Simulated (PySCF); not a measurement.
# [La(BH4)2]+: a change of charge

Aim: at the relaxed geometry of [La(BH4)2]+, try a change of charge. It is a constructed species; whether it can be made isn't addressed.

The runs use PySCF 2.14.0; PBE0, La def2-SVP with ECP46, B def2-SVP, H def2-SVP; scalar-relativistic core potentials, no spin–orbit coupling.

1 further run of the same task is left out (for a known fault of the program).

## Step 1: Starting geometry

11 atoms, charge 1, spin multiplicity 1.

Bond lengths: La1–B2 2.514 Å, La1–H4 2.274 Å, La1–H5 2.378 Å, La1–H6 2.278 Å, La1–B7 2.514 Å, La1–H9 2.274 Å, La1–H10 2.377 Å, La1–H11 2.278 Å, B2–H3 1.199 Å, B2–H4 1.270 Å, B2–H5 1.258 Å, B2–H6 1.273 Å, B7–H8 1.199 Å, B7–H9 1.270 Å, B7–H10 1.258 Å, B7–H11 1.273 Å. Angles: B2–La1–H4 30.2°, B2–La1–H5 29.6°, B2–La1–H6 30.3°, B2–La1–B7 109.1°, B2–La1–H9 86.1°, B2–La1–H10 137.0°, B2–La1–H11 100.3°, H4–La1–H5 51.4°, H4–La1–H6 51.8°, H4–La1–B7 86.1°, H4–La1–H9 73.1°, H4–La1–H10 115.7°, H4–La1–H11 70.8°, H5–La1–H6 51.0°, H5–La1–B7 137.0°, H5–La1–H9 115.7°, H5–La1–H10 166.3°, H5–La1–H11 119.2° and more.

Coordinates:

```xyz
11
B2H8La
La    0.0000    0.0000   -0.5353
B     2.0478    0.0048    0.9234
H     2.9646    0.0314    1.6964
H     1.1128   -0.7725    1.2911
H     2.3370   -0.3343   -0.2526
H     1.4556    1.1260    0.8069
B    -2.0478   -0.0048    0.9235
H    -2.9647   -0.0314    1.6964
H    -1.1128    0.7724    1.2913
H    -2.3368    0.3343   -0.2525
H    -1.4556   -1.1260    0.8070
```

Formal oxidation states: La +3. An earlier session relaxed this geometry at PBE0, La def2-SVP with ECP46, B def2-SVP, H def2-SVP (singlet, point group C2).

Its energy there is -85.742874 Eh.

## Step 2: One electron removed, multiplicity 2

run.py (the lines that set the calculation) reads:

```python
mol = gto.M(atom='''
La    -0.00003    -0.00002    -0.53535
B      2.04781     0.00478     0.92341
H      2.96456     0.03145     1.69644
H      1.11281    -0.77246     1.29112
H      2.33696    -0.33428    -0.25256
H      1.45559     1.12601     0.80688
B     -2.04780    -0.00478     0.92348
H     -2.96466    -0.03141     1.69639
H     -1.11280     0.77244     1.29125
H     -2.33681     0.33430    -0.25253
H     -1.45564    -1.12604     0.80697''',
    basis={'La': 'def2-SVP', 'B': 'def2-SVP', 'H': 'def2-SVP'},
    ecp={'La': 'def2-SVP'},
    charge=2, spin=1)
mf = dft.UKS(mol, xc='PBE0')
mf.grids.atom_grid = (50, 194)  # f atoms: unpruned, at least (60, 302)
mf = mf.density_fit()  # fitting sets: La def2-universal-JKFIT, B def2-universal-JKFIT, H def2-universal-JKFIT
mf.conv_tol = 1e-08; mf.max_cycle = 55
mf.kernel(dm0)  # dm0: the density of the relaxed state
```

On the command line:

```console
$ OMP_NUM_THREADS=2 python run.py
```

The log of the run:

```text
init E= -85.7500447741152
  HOMO = -0.497542326457  LUMO = -0.491999744541  gap/eV = 0.15082
cycle= 1 E= -85.1447697346295  delta_E= 0.605  |g|= 0.156  |ddm|= 0.511
  HOMO = -0.736826032448  LUMO = -0.69451789419  gap/eV = 1.15126
cycle= 2 E= -85.150425746739  delta_E= -0.00566  |g|= 0.147  |ddm|= 0.381
  HOMO = -0.69676358874  LUMO = -0.656961513177  gap/eV = 1.08307
cycle= 3 E= -85.1669273168958  delta_E= -0.0165  |g|= 0.0265  |ddm|= 0.205
  HOMO = -0.692436972387  LUMO = -0.6510532521  gap/eV = 1.12611
cycle= 4 E= -85.1674530713256  delta_E= -0.000526  |g|= 0.0112  |ddm|= 0.0564
  HOMO = -0.691675180041  LUMO = -0.650066042289  gap/eV = 1.13224
cycle= 5 E= -85.1670407969005  delta_E= 0.000412  |g|= 0.0232  |ddm|= 0.043
  HOMO = -0.691484934122  LUMO = -0.649907404365  gap/eV = 1.13138
cycle= 6 E= -85.1675780134381  delta_E= -0.000537  |g|= 0.00308  |ddm|= 0.0346
  HOMO = -0.691573512261  LUMO = -0.649594267439  gap/eV = 1.14231
cycle= 7 E= -85.1675963413094  delta_E= -1.83e-05  |g|= 0.00128  |ddm|= 0.00825
  HOMO = -0.69165406152  LUMO = -0.649570386013  gap/eV = 1.14516
cycle= 8 E= -85.1675999539648  delta_E= -3.61e-06  |g|= 0.000807  |ddm|= 0.00303
  HOMO = -0.691829601945  LUMO = -0.649519723066  gap/eV = 1.15131
cycle= 9 E= -85.1676044260262  delta_E= -4.47e-06  |g|= 0.000391  |ddm|= 0.00637
  HOMO = -0.691923529417  LUMO = -0.649489718281  gap/eV = 1.15468
cycle= 10 E= -85.1676054299534  delta_E= -1e-06  |g|= 0.000112  |ddm|= 0.00367
  HOMO = -0.69195422835  LUMO = -0.649484039379  gap/eV = 1.15567
cycle= 11 E= -85.16760550828  delta_E= -7.83e-08  |g|= 2.28e-05  |ddm|= 0.00117
  HOMO = -0.691956414693  LUMO = -0.649484433905  gap/eV = 1.15572
cycle= 12 E= -85.1676055108344  delta_E= -2.55e-09  |g|= 1.27e-05  |ddm|= 0.000108
  HOMO = -0.691956565931  LUMO = -0.64948437049  gap/eV = 1.15573
Extra cycle  E= -85.1676055115315  delta_E= -6.97e-10  |g|= 1.57e-05  |ddm|= 6.02e-05
converged SCF energy = -85.1676055115315  <S^2> = 0.75844617  2S+1 = 2.0084284
```

Run time: 3 s. Hardware: 2 threads of Arm Neoverse V2, shared host.

It gives: E = -85.167606 Eh (+15.654 eV from the relaxed state), HOMO -18.83 eV, LUMO -17.67 eV (over both spins), ⟨S²⟩ = 0.758, Mulliken charge on La1 +1.43 e. 

## Step 3: One electron added, multiplicity 2

run.py (the lines that set the calculation), as its differences from that of step 2:

```diff
@@ -14,3 +14,3 @@
     ecp={'La': 'def2-SVP'},
-    charge=2, spin=1)
+    charge=0, spin=1)
 mf = dft.UKS(mol, xc='PBE0')
```

On the command line:

```console
$ OMP_NUM_THREADS=2 python run.py
```

The log of the run:

```text
init E= -85.7490897284216
  HOMO = -0.27740210307  LUMO = -0.271906229787  gap/eV = 0.14955
cycle= 1 E= -85.9275439140864  delta_E= -0.178  |g|= 0.173  |ddm|= 1.09
  HOMO = -0.0987381217841  LUMO = -0.0342092060985  gap/eV = 1.75592
cycle= 2 E= -85.9340696793241  delta_E= -0.00653  |g|= 0.17  |ddm|= 0.787
  HOMO = -0.14647376381  LUMO = -0.0634207734343  gap/eV = 2.25999
cycle= 3 E= -85.9583065428117  delta_E= -0.0242  |g|= 0.0161  |ddm|= 0.397
  HOMO = -0.151754059425  LUMO = -0.0657721180048  gap/eV = 2.33969
cycle= 4 E= -85.9585454172806  delta_E= -0.000239  |g|= 0.00822  |ddm|= 0.0632
  HOMO = -0.152962267471  LUMO = -0.0660237541118  gap/eV = 2.36572
cycle= 5 E= -85.958638672173  delta_E= -9.33e-05  |g|= 0.00258  |ddm|= 0.0421
  HOMO = -0.153317847034  LUMO = -0.0659417391029  gap/eV = 2.37763
cycle= 6 E= -85.9586679028477  delta_E= -2.92e-05  |g|= 0.00138  |ddm|= 0.0263
  HOMO = -0.153708848179  LUMO = -0.0661300010466  gap/eV = 2.38314
cycle= 7 E= -85.958687170437  delta_E= -1.93e-05  |g|= 0.00079  |ddm|= 0.0299
  HOMO = -0.153953666662  LUMO = -0.0662342540576  gap/eV = 2.38697
cycle= 8 E= -85.9586925224879  delta_E= -5.35e-06  |g|= 0.000211  |ddm|= 0.0194
  HOMO = -0.154021570661  LUMO = -0.0663074946743  gap/eV = 2.38682
cycle= 9 E= -85.9586928739859  delta_E= -3.51e-07  |g|= 5.03e-05  |ddm|= 0.005
  HOMO = -0.154032760895  LUMO = -0.0663230165565  gap/eV = 2.38670
cycle= 10 E= -85.9586928847604  delta_E= -1.08e-08  |g|= 1.07e-05  |ddm|= 0.000679
  HOMO = -0.154035615287  LUMO = -0.0663233854032  gap/eV = 2.38677
cycle= 11 E= -85.9586928852391  delta_E= -4.79e-10  |g|= 3.14e-06  |ddm|= 0.000186
  HOMO = -0.154035164334  LUMO = -0.066323028896  gap/eV = 2.38677
Extra cycle  E= -85.9586928852646  delta_E= -2.55e-11  |g|= 1.43e-06  |ddm|= 1.64e-05
converged SCF energy = -85.9586928852646  <S^2> = 0.75135789  2S+1 = 2.0013574
```

It took 2.9 s on 2 threads of Arm Neoverse V2, shared host.

Read off: E = -85.958693 Eh (-5.873 eV from the relaxed state), HOMO -4.19 eV, LUMO -1.86 eV (over both spins), ⟨S²⟩ = 0.751, Mulliken charge on La1 +0.53 e. 

## Step 4: The states side by side

| state | energy from the relaxed state (eV) | ⟨S²⟩ | time |
| --- | --- | --- | --- |
| charge +1, singlet, vacuum (relaxed) | 0 | 0.00 |  |
| charge 0, doublet, vacuum | -5.87 | 0.75 | 2.9 s |
| charge +2, doublet, vacuum | 15.65 | 0.76 | 3 s |

An electron taken off or put on is at rest in vacuum. 

Removing an electron vertically costs 15.65 eV (doublet), against −HOMO = 13.62 eV. Adding an electron vertically releases 5.87 eV (doublet). The bases are small and lack diffuse functions. Spin–orbit coupling is left out.
